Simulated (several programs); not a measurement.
**Si3Sn (ordering on diamond) from semi-empirical methods to plane-wave DFT**

An ordered 4-atom cell of Si3Sn on the diamond lattice (R3m), relaxed with r2SCAN in Ansatz, was computed with several methods. Space group R3m (No. 160), trigonal; conventional cell a = 4.048 Å, c = 19.901 Å, 23.53 Å³ an atom. Si is surrounded by 3 Si at 2.44 Å and 1 Sn at 2.60 Å; Si is surrounded by 1 Si at 2.35 Å and 3 Sn at 2.53 Å; Si is surrounded by 4 Si at 2.35–2.44 Å; Sn is surrounded by 4 Si at 2.53–2.60 Å. Spin-unpolarised throughout. Whether this structure exists isn't addressed.

```
Si Sn
1.0
     2.02392    1.16851    6.63367
    -2.02392    1.16851    6.63367
     0.00000   -2.33702    6.63367
Si Sn
3 1
Cartesian
  2.0239 1.1685 6.7557
  0.0000 0.0000 9.8149
  0.0000 0.0000 7.4697
  0.0000 0.0000 17.4200
```

Gaps and times are for a single point on this cell; volume and bulk modulus come from each method's own relaxation or energy curve at fixed shape, which is too stiff where a cell has free coordinates or axes. Times are rough, from shared hosts (Arm Neoverse V1; Intel Xeon 6975P-C), and each method has its own mesh and cell size. A double dagger marks a value from a curve with shape and coordinates held. PM6 (MOPAC), PM7 (MOPAC), GFN1-xTB (tblite), GFN2-xTB (tblite) treat a cluster of cells at its zone centre, which samples few k points: where these miss a band edge, the gap comes out too large for that reason alone. Gaps from k meshes are read at a limited set of points (mesh, symmetry points, PBE's band edges), so each method's own least gap may be somewhat smaller. xTB and the PM methods were fitted mostly to molecules, and can miss a solid's gap by electronvolts. Minimal bases can be far off for gaps. Times of the plane-wave ladder aren't listed, since it ran on unlike processors and cards. GLLB-SC's gap includes the derivative discontinuity. G0W0 is at finite bands, cutoff and mesh. d marks a direct gap, i an indirect one (no mark: not told apart), a dash a value that wasn't computed or didn't pass its checks.

```
                               method              kind  gap (eV)  own volume (Å³/atom)  bulk modulus (GPa)  atoms computed  processor time
 light PBE (260 eV and a coarse mesh)  light plane-wave    0.17 i                     –                   –               4           1.1 s
                                  PBE         semilocal    0.18 i                 23.98                 70‡               4               –
               PBE/single zeta (GPAW)       small basis    0.36 d                     –                   –               4            12 s
                          PM7 (MOPAC)    semi-empirical      6.75                     –                   –         cluster            15 s
                               r2SCAN         semilocal    0.35 i                 23.53                 78‡               4               –
                    GFN1-xTB (tblite)     tight binding      0.49                24.61‡                 71‡         cluster            17 s
                       PBE/SZV (CP2K)       small basis    1.16 d                24.77‡                 72‡               4            23 s
                      PBE/DZVP (CP2K)       small basis    0.19 i                24.08‡                 69‡               4            47 s
                    GFN2-xTB (tblite)     tight binding      1.18                     –                   –         cluster            98 s
                       GLLB-SC (GPAW)   model potential      0.48                     –                   –               4            99 s
                          PM6 (MOPAC)    semi-empirical      3.13                     –                   –         cluster         2.4 min
   G0W0@PBE (140 eV screening cutoff)         many-body      0.63                     –                   –               4               –
G0W0@r2SCAN (140 eV screening cutoff)         many-body      0.69                     –                   –               4               –
```

Against r2SCAN (0.35 eV) and with closed or daggered gaps left aside, the nearest gap at the points sampled is that of PBE/single zeta (GPAW) (+0.01 eV) and the farthest that of PM7 (MOPAC) (+6.40 eV). r2SCAN is only a yardstick of convenience: semilocal gaps usually lie below measured ones, which GLLB-SC and hybrids aim to mend.

Volumes against r2SCAN's: PBE +1.9 %.

Spin-orbit coupling is left out, which matters wherever the heavy atoms make up the band edges.
